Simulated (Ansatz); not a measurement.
# BrClFGe radical: how energies converge with the basis set

How large a basis does BrClFGe radical need? Two functionals are run in growing sets.

The runs use Ansatz 0.2.0, Gaussian basis; one geometry, several basis sets.

Plan: PBE0-D4/def2-SVP; ωB97M-V/def2-SVP; PBE0-D4/def2-QZVPP; ωB97M-V/def2-QZVPP; the functionals' def2-TZVPP values are taken from earlier runs.

**1. Structure used throughout**

All runs share one geometry, relaxed beforehand with PBE0-D4 in a triple-zeta def2 set.

SMILES `[F][Ge]([Cl])[Br]`, 4 atoms, charge 0, spin multiplicity 2.

Atoms are counted from 1 here; the program's logs count them from 0.

Bond lengths: F1–Ge2 1.732 Å, Ge2–Cl3 2.146 Å, Ge2–Br4 2.305 Å. Angles: F1–Ge2–Cl3 105.6°, F1–Ge2–Br4 106.9°, Cl3–Ge2–Br4 111.3°.

**2. PBE0-D4 in def2-SVP**

File in.yaml:

```yaml
crystal:
  periodic: [false, false, false]
  atoms:
    - {symbol: F, position_ang: [0.377665, -1.526799, 0.683963]}
    - {symbol: Ge, position_ang: [-0.167848, 0.107583, 0.509245]}
    - {symbol: Cl, position_ang: [1.572284, 1.243300, -0.024924]}
    - {symbol: Br, position_ang: [-1.726501, 0.115617, -1.188585]}
basis:
  gaussian: {orbitals: def2-SVP}
magnetization: {spin_polarized: true, initial_magnetization: 1}
hamiltonian: {xc: pbe0, dispersion: d4}
output: {orbitals: {seedname: orbitals}}
```

Launch:

```bash
$ ansatz run in.yaml --threads 4 --pin off --events-out ev --progress --plain --max-ram 10444MiB
```

The runs that follow: ωB97M-V in def2-SVP; PBE0-D4 in def2-QZVPP; ωB97M-V in def2-QZVPP.

Before running them: what should the planned runs give, taken together? Wanted: PBE0-D4: double and triple zeta above quadruple; ωB97M-V: double and triple zeta above quadruple.

**Answer**, as computed:

| quantity | value |
| --- | --- |
| PBE0-D4: double and triple zeta above quadruple | 26.66, 3.18 eV |
| ωB97M-V: double and triple zeta above quadruple | 26.48, 3.06 eV |

In words: PBE0-D4 gains 23.49 eV from double to triple zeta, then 3.18 eV more. These are total energies; as a rule much of such shifts cancels in differences, which this series doesn't test.
